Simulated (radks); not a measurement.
# Ca in [Ne] 3s2 3p4 4s2 3d2: an all-electron calculation

One table from this session's results is given with a row withheld; the runs are named, their logs left out.

Program: radks (a radial shooting solver on a logarithmic mesh, Libxc functionals) version 1. Level of theory: non-relativistic Kohn-Sham, exchange-only PBE, spin-polarised, spherical densities, point nucleus; open shells are filled with parallel spins first. These are calculated values, not measurements, unless marked.

### The atom as given

```
element       : calcium (Z = 20)
charge        : 0
electrons     : 20
configuration : [Ne] 3s2 3p4 4s2 3d2
```

The outer shells:

Ca
```
[Ne] core
3s [↑↓]
3p [↑↓][↑ ][↑ ]
4s [↑↓]
3d [↑ ][↑ ][  ][  ][  ]
```

The first run:

The run's settings:

```text
Z 20
configuration [Ne] 3s2 3p4 4s2 3d2 4p0 5s0
relativity non-relativistic
functional pbe,
spin polarised
nucleus point
```

Started as:

```sh
> python run_ks.py task.json out
```

This one command runs every case of the session in turn.

One of the session's tables, all rows but one given; the rest of the session is left out.

It belongs to the step «Shells». Sizes of the orbitals, from the radial functions (bohr):

```
  level      <r>  outermost maximum (interpolated)  90 % within  nodes
  1s up  0.07737                            0.0508        0.138      0
1s down  0.07736                            0.0508        0.138      0
  2s up   0.3667                             0.302        0.571      1
2s down   0.3661                             0.302        0.569      1
  2p up   0.3282                             0.247        0.541      0
2p down   0.3277                             0.247        0.540      0
  3s up    1.144                             0.991         1.71      2
3s down    1.153                             0.991         1.73      2
  3p up    1.237                              1.03         1.90      1
3p down    1.260                              1.04         1.95      1
  3d up    1.730                              1.15         2.98      0
  4s up    3.738                              3.09         5.66      3
4s down        ?                                 ?            ?      ?
3d down    2.457                              1.22         4.69      0
  4p up    5.304                              4.04         8.35      2
4p down    6.190                              4.68         9.76      2
```

**Question.** Estimate the row for 4s down.

As computed: <r>: 4.187; outermost maximum (interpolated): 3.42; 90 % within: 6.39; nodes: 3. In the column «<r>» it lies between 4s up (3.738) and 4p up (5.304).
